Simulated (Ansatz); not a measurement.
# FGeH2S: the cost of one run

Method: UHF/def2-mTZVP, in Ansatz 0.2.0.

### Step 1. Starting point

Bond lengths: F1–Ge2 1.708 Å, Ge2–S3 2.157 Å, Ge2–H4 1.544 Å, S3–H5 1.352 Å. Angles: F1–Ge2–S3 107.9°, F1–Ge2–H4 102.0°, S3–Ge2–H4 150.1°, Ge2–S3–H5 96.9°.

As a file:

```xyz
5

F    -1.0411   -1.0811    1.3466
Ge   -0.4120   -0.3312   -0.0531
S     1.2349    0.9240    0.5493
H    -1.3211   -0.9053   -1.1611
H     1.5394    1.3936   -0.6816
```

### Step 2. End point A

File input.yaml:

```yaml
crystal:
  periodic: [false, false, false]
  atoms:
    - { symbol: F, position_ang: [-1.04113, -1.08106, 1.34662] }
    - { symbol: Ge, position_ang: [-0.41202, -0.3312, -0.05313] }
    - { symbol: S, position_ang: [1.23486, 0.924, 0.54928] }
    - { symbol: H, position_ang: [-1.32112, -0.90535, -1.16113] }
    - { symbol: H, position_ang: [1.53941, 1.39361, -0.68164] }
total_charge: 1
magnetization:
  spin_polarized: true
basis:
  gaussian: { orbitals: def2-mTZVP }
hamiltonian:
  xc: hf
relax:
  f_tol: 0.02
  max_steps: 50
output:
  orbitals: {}
```

On the command line:

```bash
ansatz run input.yaml --threads 2 --pin off --max-ram 3072MiB --backend cpu --events-out ev --progress --plain --runs-dir out
```

What time and memory should one allow on 2 threads of Arm Neoverse V1, shared host?

About 9.7 s, with a peak of 0.2 GiB.
